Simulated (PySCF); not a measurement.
# A gas-phase reaction: H6OSi2 + F → H5OSi2 + FH

Aim: the reaction energy of `O[SiH2][SiH3]` + `[F-]` → `[O-][SiH2][SiH3]` + `F`.

Programs: PySCF 2.14.0. All values are calculated, for the isolated system unless a continuum is named. Atoms count from 0, parts from 1.

## 1. Starting point

Each species was relaxed by itself at PBE0-D3(BJ)/def2-SVPD.

## 2. Reaction energy: wB97M-D3(BJ)/def2-TZVPD

Job settings and geometry (Å):

```
{"job": {"kind": "react", "xc": "wB97M-D3(BJ)", "basis": "def2-TZVPD"}, "charge": 0, "multiplicity": 1}
-1 H6OSi2 charge 0 multiplicity 1
O     -1.678350     1.006660    -0.035680
Si    -0.799830    -0.430240    -0.033930
Si     1.457470     0.188350     0.057290
H     -2.635660     0.949860    -0.070730
H     -1.090660    -1.229670    -1.267440
H     -1.175190    -1.279620     1.141970
H      1.712620     1.053480     1.247720
H      1.847130     0.929420    -1.179670
H      2.298230    -1.043780     0.165660

-1 F charge -1 multiplicity 1
F      0.000000     0.000000     0.000000

+1 H5OSi2 charge -1 multiplicity 1
O     -2.312380    -0.771490     0.305230
Si    -1.167430     0.324910     0.381540
Si     0.988400    -0.402930    -0.363310
H     -0.808260     0.901640     1.753900
H     -1.336050     1.601100    -0.447000
H      1.607420    -1.503670     0.464840
H      2.047020     0.680920    -0.368400
H      1.020510    -0.944520    -1.772120

+1 FH charge 0 multiplicity 1
F      0.456880    -0.005430     0.054040
H     -0.456880     0.005430    -0.054040
```

Method: wB97M-D3(BJ)/def2-TZVPD reaction energy of separated species, gas phase.

Command:

```bash
> OMP_NUM_THREADS=1 python cluster_run.py task.json out
```

One launch serves the whole session: the jobs run in the order shown.

**Question.** The jobs that follow are: PBE0-D3(BJ)/def2-TZVPD reaction energy of separated species, gas phase; MP2/def2-TZVPD reaction energy of separated species, gas phase. Predict: reaction energy (wB97M-D3(BJ)/def2-TZVPD); ΔH, ΔG at 298 K (xTB thermal terms). Thermal terms come from harmonic xTB runs on each species.

As calculated:

| quantity | value |
| --- | --- |
| reaction energy (wB97M-D3(BJ)/def2-TZVPD) | -17.12 kcal/mol |
| ΔH, ΔG at 298 K (xTB thermal terms) | -19.3, -20.4 kcal/mol |
| range of the reaction energy over the runs of this table | -19.28 to -17.12 kcal/mol |

In words: The reaction is exothermic by 19.3 kcal/mol in the gas phase; dispersion gives +0.40, and xTB itself gave -12.52 for the electronic energy (xTB energies and thermal terms come from the earlier relaxation of each species, not shown). No barrier was sought. The reaction energy runs from -19.28 (MP2/def2-TZVPD) to -17.12 kcal/mol (wB97M-D3(BJ)/def2-TZVPD).
